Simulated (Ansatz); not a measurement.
# BH2SO (SMILES O[B]S): UB2PLYP/STO-3G

What is the electronic atomisation energy of BH2SO at UB2PLYP/STO-3G? 

The calculation is run with Ansatz 0.2.0.

### Step 1. Starting point

BH2SO has 5 atoms, charge 0, and is taken as a doublet. SMILES: `O[B]S`. Geometry: relaxed at PBE0-D4/def2-TZVP. This is a higher conformer, about 7 kJ/mol above the lowest found by a separate search.

Bond lengths: O1–B2 1.334 Å, B2–S3 1.785 Å, O1–H4 0.966 Å, S3–H5 1.356 Å. Angles: O1–B2–S3 132.0°, B2–O1–H4 116.7°, B2–S3–H5 99.8°.

### Step 2. The energy at UB2PLYP/STO-3G

in.yaml reads:

```yaml
crystal:
  periodic: [false, false, false]
  atoms:
    - symbol: O
      position_ang: [-1.294700, -0.054700, -0.435600]
    - symbol: B
      position_ang: [-0.454300, 0.825600, 0.109700]
    - symbol: S
      position_ang: [1.253800, 0.694200, 0.611100]
    - symbol: H
      position_ang: [-0.947100, -0.940000, -0.604700]
    - symbol: H
      position_ang: [1.492100, -0.598600, 0.278200]
basis:
  gaussian:
    orbitals: STO-3G
magnetization:
  spin_polarized: true
  initial_magnetization: 1
hamiltonian:
  xc: {name: B2PLYP}
correlation:
  frozen_orbitals: {B: 1, H: 0, O: 1, S: 5}
accuracy: high
```

The run is started by

```bash
$ ansatz run in.yaml --threads 1 --pin off --max-ram 2610MiB --events-out events.jsonl --progress --plain --runs-dir runs
```

Log:

```text
Warning: RAYON_NUM_THREADS=1 ignored (pool sized by the plan → 1); use --threads N
Functional definition: B2PLYP
  name "B2PLYP"
  parameter a = 0.53
  parameter c = 0.27
  exchange = (1 - a)*b88_x + a*exact_x
  correlation = (1 - c)*lyp_c + c*(mp2_os + mp2_ss)
374 factors; integrals over basis functions are off by at most 3.2e-8 eV
mean field evaluation 1: about -13422.8214 eV, gradient 1.1e1 eV
mean field evaluation 2: about -13422.8411 eV, gradient 1.1e1 eV
mean field evaluation 4: about -13424.0327 eV, gradient 1.5e0 eV
mean field evaluation 8: about -13424.0631 eV, gradient 6.8e-2 eV
mean field evaluation 16: about -13424.0632 eV, gradient 7.5e-6 eV
mean field -13424.06316902 eV, -493.3252223048 hartree, gradient 7.5e-8 eV, S^2 0.754327; 0 other end points of the search recorded, 0 dependent functions left out
7 core orbitals not correlated: weight in the atoms' cores, before any rotation towards them, 1.000 or more for the frozen orbitals, at most 0.000 for the correlated occupied ones
reference -13424.06318572 eV, -493.3252229183 hartree; 9, 8 occupied and 5, 6 virtual orbitals, 374 factors
second order -3.56685748 eV of doubles, -0.00000000 eV of singles
Total energy: -13425.02623724 eV, -493.3606144089 hartree
```

Run time: 2.3 s. Hardware: 1 thread of Arm Neoverse V1, shared host; peak memory 0.13 GiB.

### Step 3. The B atom at the same level

in.yaml reads:

```yaml
basis:
  gaussian:
    orbitals: STO-3G
crystal:
  periodic: [false, false, false]
  atoms:
    - {symbol: B, position_ang: [0.000000, 0.000000, 0.000000]}
accuracy: high
correlation:
  frozen_orbitals: {B: 1}
hamiltonian:
  xc: {name: B2PLYP}
magnetization:
  spin_polarized: true
  initial_magnetization: 1
```

The run is started by

```bash
$ ansatz run in.yaml --threads 1 --pin off --max-ram 2610MiB --events-out events.jsonl --progress --plain --runs-dir runs
```

Log, cut to the lines that bear on the results:

```text
Warning: RAYON_NUM_THREADS=1 ignored (pool sized by the plan → 1); use --threads N
[... 6 set-up lines as earlier in the session ...]
15 factors; integrals over basis functions are off by at most 8.9e-10 eV
mean field evaluation 1: about -659.5638 eV, gradient 2.3e-7 eV
mean field evaluation 2: about -659.5638 eV, gradient 8.2e-7 eV
mean field evaluation 4: about -659.5638 eV, gradient 2.3e-8 eV
mean field -659.56376217 eV, -24.2385211913 hartree, gradient 0.0e0 eV, S^2 0.750000; 0 other end points of the search recorded, 0 dependent functions left out
1 core orbitals not correlated: weight in the atoms' cores, before any rotation towards them, 1.000 or more for the frozen orbitals, at most 0.000 for the correlated occupied ones
reference -659.56377360 eV, -24.2385216115 hartree; 2, 1 occupied and 2, 3 virtual orbitals, 15 factors
second order -0.73047382 eV of doubles, 0.00000000 eV of singles
Total energy: -659.76100153 eV, -24.2457696043 hartree
```

Wall time 0.2 s (1 thread of Arm Neoverse V1, shared host).

### Step 4. The H atom at the same level

molecule.yaml reads:

```yaml
crystal:
  periodic: [false, false, false]
  atoms:
    - {symbol: H, position_ang: [0.000000, 0.000000, 0.000000]}
basis:
  gaussian:
    orbitals: STO-3G
magnetization:
  spin_polarized: true
  initial_magnetization: 1
correlation:
  frozen_orbitals: {H: 0}
accuracy: high
hamiltonian:
  xc: {name: B2PLYP}
```

Run the same way, it converges to -0.46478 Eh (log not shown).

### Step 5. The O atom at the same level

run.yaml reads:

```yaml
crystal:
  periodic: [false, false, false]
  atoms:
    - {symbol: O, position_ang: [0.000000, 0.000000, 0.000000]}
basis:
  gaussian: {orbitals: STO-3G}
magnetization: {spin_polarized: true, initial_magnetization: 2}
hamiltonian: {xc: {name: B2PLYP}}
correlation: {frozen_orbitals: {O: 1}}
accuracy: high
```

The run is started by

```bash
$ ansatz run run.yaml --threads 1 --pin off --max-ram 2610MiB --events-out events.jsonl --progress --plain --runs-dir runs
```

Log, cut to the lines that bear on the results:

```text
Warning: RAYON_NUM_THREADS=1 ignored (pool sized by the plan → 1); use --threads N
[... 6 set-up lines as earlier in the session ...]
15 factors; integrals over basis functions are off by at most 1.1e-9 eV
mean field evaluation 1: about -2012.7424 eV, gradient 6.0e-12 eV
mean field evaluation 2: about -2012.7429 eV, gradient 5.9e-12 eV
mean field -2012.74293129 eV, -73.9669384388 hartree, gradient 0.0e0 eV, S^2 2.000000; 0 other end points of the search recorded, 0 dependent functions left out
1 core orbitals not correlated: weight in the atoms' cores, before any rotation towards them, 1.000 or more for the frozen orbitals, at most 0.000 for the correlated occupied ones
reference -2012.74293782 eV, -73.9669386789 hartree; 4, 2 occupied and 0, 2 virtual orbitals, 15 factors
second order 0.00000000 eV of doubles, 0.00000000 eV of singles
Total energy: -2012.74293782 eV, -73.9669386789 hartree
```

It took 0.18 s on 1 thread of Arm Neoverse V1, shared host.

### Step 6. The S atom

in.yaml reads:

```yaml
crystal:
  periodic: [false, false, false]
  atoms:
    - {symbol: S, position_ang: [0.000000, 0.000000, 0.000000]}
basis:
  gaussian:
    orbitals: STO-3G
hamiltonian:
  xc: {name: B2PLYP}
accuracy: high
magnetization:
  spin_polarized: true
  initial_magnetization: 2
correlation:
  frozen_orbitals: {S: 5}
```

The run is started by

```bash
$ ansatz run in.yaml --threads 1 --pin off --max-ram 2610MiB --events-out events.jsonl --progress --plain --runs-dir runs
```

Log, cut to the lines that bear on the results:

```text
Warning: RAYON_NUM_THREADS=1 ignored (pool sized by the plan → 1); use --threads N
[... 6 set-up lines as earlier in the session ...]
42 factors; integrals over basis functions are off by at most 2.4e-9 eV
mean field evaluation 1: about -10708.4773 eV, gradient 5.6e-1 eV
mean field evaluation 2: about -10708.4781 eV, gradient 5.6e-1 eV
mean field evaluation 4: about -10708.4786 eV, gradient 5.6e-6 eV
mean field evaluation 8: about -10708.4786 eV, gradient 3.9e-12 eV
mean field -10708.47857815 eV, -393.5293292795 hartree, gradient 3.8e-12 eV, S^2 2.000000; 0 other end points of the search recorded, 0 dependent functions left out
5 core orbitals not correlated: weight in the atoms' cores, before any rotation towards them, 1.000 or more for the frozen orbitals, at most 0.000 for the correlated occupied ones
reference -10708.47858837 eV, -393.5293296550 hartree; 4, 2 occupied and 0, 2 virtual orbitals, 42 factors
second order 0.00000000 eV of doubles, 0.00000000 eV of singles
Total energy: -10708.47858837 eV, -393.5293296550 hartree
```

Wall time 0.32 s (1 thread of Arm Neoverse V1, shared host).

### Step 7. Summary of results

Level: UB2PLYP/STO-3G, 7 core orbitals frozen.

| quantity | value |
| --- | --- |
| molecule: total energy | -493.36061 Eh |
| molecule: ⟨S²⟩ | 0.754 |
| B atom: total energy | -24.24577 Eh |
| B atom: ⟨S²⟩ | 0.750 |
| H atom: total energy | -0.46478 Eh |
| H atom: ⟨S²⟩ | 0.750 |
| O atom: total energy | -73.96694 Eh |
| O atom: ⟨S²⟩ | 2.000 |
| S atom: total energy | -393.52933 Eh |
| S atom: ⟨S²⟩ | 2.000 |
| electronic atomisation energy | 18.749 eV |

What this shows: Taking the molecule apart into free atoms costs 18.75 eV (432 kcal/mol), before zero-point energy and without spin-orbit coupling. In a minimal basis such a difference can be off by several eV, whatever the method.
